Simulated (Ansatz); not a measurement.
# CrTe2, space group P-3m1: the magnetocrystalline anisotropy

Program: Ansatz 0.2.0 through its Python package.

Run as a notebook:

**Cell 1**
```python
import warnings

import ansatz as az
import numpy as np
```

**Cell 2**
```python
warnings.simplefilter("ignore", az.DeckWarning)
```

**Cell 3**
```python
vectors = np.array([
    [3.86326, 0.0, 0.0],
    [-1.93163, 3.34568, 0.0],
    [0.0, 0.0, 6.19955],
])
cell = (
    az.Lattice.of(vectors)
    .atom("Cr", (0.0, 0.0, 0.5))
    .atom("Te", (1 / 3, 2 / 3, 0.25212))
    .atom("Te", (2 / 3, 1 / 3, 0.74788))
    .moments(Cr=3.9)
)
```

**Cell 4**
```python
cell.resolved().sites[-1]
```
Output:
```text
Site(symbol='Te', position=(0.6666666666666666, 0.3333333333333333, 0.74788), moment=None, axis=None, held=None, saved=None)
```

**Cell 5**
```python
setup = (
    cell.calculation()
    .functional("lda")
    .kpoints(6, 6, 3, center="gamma")
    .occupations("gaussian")
    .spin("collinear")
    .eigenstates(nscf_kmesh=(5, 5, 3), top_band="c34")
    .magnetocrystalline_anisotropy(directions=[(0, 0, 1), (1, 0, 0), (1, 1, 0)])
)
mae = setup.run(threads=1).magnetocrystalline_anisotropy()
filled = mae.by_tetrahedra
for direction, energy in zip(mae.directions, filled.energies_ev):
    print(direction.round(3), f"{1000 * energy:8.4f} meV per cell against the first direction")
print("easy direction:", mae.directions[filled.easy_direction].round(3))
```
Output:
```text
[0. 0. 1.]   0.0000 meV per cell against the first direction
[1. 0. 0.]  -0.0879 meV per cell against the first direction
[0.707 0.707 0.   ]  -0.0243 meV per cell against the first direction
easy direction: [1. 0. 0.]
```

Other magnetic orders than the one started from may lie lower. For a metal this k-point mesh is coarse: on a finer one energies can move by several to tens of meV an atom and pressures by half a GPa or more, differences at one mesh by less. Without a Hubbard U or exact exchange, semilocal functionals often make such 3d compounds metallic or too weakly gapped. The structure comes from a database of computed cells and needn't be a stable or known phase. Anisotropy energies under a meV need much denser k-meshes than this one. Wall time of the script: 27 s on 1 thread of Arm Neoverse V2, on a shared host, peak memory 0.44 GiB.

(Lines on the test bed's own set-up are left out of the output.)
